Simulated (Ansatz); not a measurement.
Write the native input for Ansatz 0.2.0 that does the following.

* Task: single point
* Functional: PBE
* Potentials or basis: JTH PAW
* Cutoff: 1230 eV (not typed: the program's choice for these potentials)
* k mesh: 9 × 9 × 2
* Occupations: fermi-dirac, width 0.05 eV
* Spin: collinear spin, ferromagnetic start
* Starting moments: [0.0, 0.0, 3.0, 3.0, 0.0, 0.0, 0.0, 0.0, 0.0] μB

The system is CsLiCr2Te2S3.

```
CELL_PARAMETERS angstrom
3.60358 0.00000 0.00000
-1.80179 3.12079 0.00000
0.00000 0.00000 19.06651
ATOMIC_POSITIONS crystal
Cs 0.00000 0.00000 0.37399
Li 0.66667 0.33333 0.01607
Cr 0.00000 0.00000 0.86637
Cr 0.33333 0.66667 0.16833
Te 0.33333 0.66667 0.53891
Te 0.66667 0.33333 0.77276
S 0.00000 0.00000 0.10030
S 0.33333 0.66667 0.92920
S 0.66667 0.33333 0.23408
```

The cell was built by a generator and needn't be a form met in nature.

The input as run:

input.yaml

```yaml
crystal:
  lattice:
    - [3.60358, 0.0, 0.0]
    - [-1.80179, 3.12079, 0.0]
    - [0.0, 0.0, 19.06651]
  atoms:
    - { symbol: Cs, position: [0.0, 0.0, 0.37399] }
    - { symbol: Li, position: [0.66667, 0.33333, 0.01607] }
    - { symbol: Cr, position: [0.0, 0.0, 0.86637], spin: 3.0 }
    - { symbol: Cr, position: [0.33333, 0.66667, 0.16833], spin: 3.0 }
    - { symbol: Te, position: [0.33333, 0.66667, 0.53891] }
    - { symbol: Te, position: [0.66667, 0.33333, 0.77276] }
    - { symbol: S, position: [0.0, 0.0, 0.1003] }
    - { symbol: S, position: [0.33333, 0.66667, 0.9292] }
    - { symbol: S, position: [0.66667, 0.33333, 0.23408] }
hamiltonian:
  xc: pbe
  pseudopotentials: { kind: paw, source: jth }
magnetization:
  spin_polarized: true
kpoints:
  mp_grid: { grid: [9, 9, 2] }
scf:
  occupations: { method: fermi_dirac, width: 0.05 }
output:
  forces: true
  stress: true
  eigenvalues: true
```

Potentials or basis: JTH PAW.

Run with:

```sh
$ ansatz run input.yaml --threads 8 --pin off --max-ram 20480MiB --backend cpu --events-out ev --progress --plain --runs-dir out
```

It gave:

```yaml
Pressure: 0.3 GPa
Largest_force: 0.047 eV/Å
Band_gap_on_the_k_mesh: none (metal or under the smearing width)
Net_moment: 5.64 μB per cell
Absolute_moment: 6.67 μB per cell
Site_moments: Cs +0.00; Li -0.01; Cr +2.59, +2.74; Te -0.01, -0.15; S -0.05, -0.06 μB
```

Caveat: only a ferromagnetic start was run, and an antiferromagnetic order may lie lower in energy.

Run time: 110 s on 8 threads of Arm Neoverse V2, with other jobs on the host, peak memory 4.3 GiB.
